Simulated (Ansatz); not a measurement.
**C₂H₅NOSi: basis-set convergence**

How large a basis does C₂H₅NOSi need? Two functionals are run in growing sets.

Computed with Ansatz 0.2.0, Gaussian basis. Level: one geometry, several basis sets.

The runs, in order: PBE0-D4/def2-SVP; ωB97M-V/def2-SVP; PBE0-D4/def2-QZVPP; ωB97M-V/def2-QZVPP; the functionals' def2-TZVPP values are taken from earlier runs.

### 1 Structure used throughout

An earlier PBE0-D4 in a triple-zeta def2 set relaxation fixed the geometry.

10 atoms, charge 0, spin multiplicity 1.

Atoms are counted from 1 here; the program's logs count them from 0.

Bond lengths: O1–C2 1.381 Å, O1–H6 0.962 Å, C2–N3 1.481 Å, C2–C4 1.442 Å, C2–H7 1.088 Å, N3–C4 1.266 Å, C4–Si5 1.862 Å, Si5–H8 1.482 Å, Si5–H9 1.482 Å, Si5–H10 1.483 Å. Angles: C2–O1–H6 108.8°, O1–C2–N3 118.2°, O1–C2–C4 118.2°, O1–C2–H7 115.2°, N3–C2–C4 51.3°, N3–C2–H7 117.0°, C4–C2–H7 121.8°, C2–N3–C4 62.8°, C2–C4–N3 66.0°, C2–C4–Si5 152.4°, N3–C4–Si5 141.5°, C4–Si5–H8 107.8°, C4–Si5–H9 109.4°, C4–Si5–H10 107.6°, H8–Si5–H9 111.1°, H8–Si5–H10 109.9°, H9–Si5–H10 110.8°.

### 2 PBE0-D4 in def2-SVP

Input file in.yaml:

```yaml
crystal:
  periodic: [false, false, false]
  atoms:
    - {symbol: O, position_ang: [-1.777925, 1.291699, 0.179645]}
    - {symbol: C, position_ang: [-0.577901, 0.968632, 0.782901]}
    - {symbol: N, position_ang: [-0.454057, -0.358026, 1.429915]}
    - {symbol: C, position_ang: [0.126353, -0.200031, 0.316238]}
    - {symbol: Si, position_ang: [1.113272, -1.133373, -0.957822]}
    - {symbol: H, position_ang: [-2.376834, 1.638845, 0.847949]}
    - {symbol: H, position_ang: [-0.058418, 1.799859, 1.255423]}
    - {symbol: H, position_ang: [0.345279, -1.121121, -2.225070]}
    - {symbol: H, position_ang: [1.343284, -2.518950, -0.485548]}
    - {symbol: H, position_ang: [2.400047, -0.418633, -1.140834]}
basis:
  gaussian: {orbitals: def2-SVP}
hamiltonian: {xc: pbe0, dispersion: d4}
output: {orbitals: {seedname: orbitals}}
```

Run with:

```console
$ ansatz run in.yaml --threads 4 --pin off --events-out ev --progress --plain --max-ram 10444MiB
```

After this run come: ωB97M-V in def2-SVP; PBE0-D4 in def2-QZVPP; ωB97M-V in def2-QZVPP.

**Question.** What will the summary of the whole plan be? Wanted: PBE0-D4: double and triple zeta above quadruple; ωB97M-V: double and triple zeta above quadruple.

**Answer**, as computed:

```
                                       quantity           value
PBE0-D4: double and triple zeta above quadruple   9.90, 0.58 eV
ωB97M-V: double and triple zeta above quadruple  10.10, 0.54 eV
```

**Reading.** For PBE0-D4 the step from double to triple zeta gains 9.32 eV and the next only 0.58 eV. Total energies overstate the basis error of differences, where much of it tends to cancel.
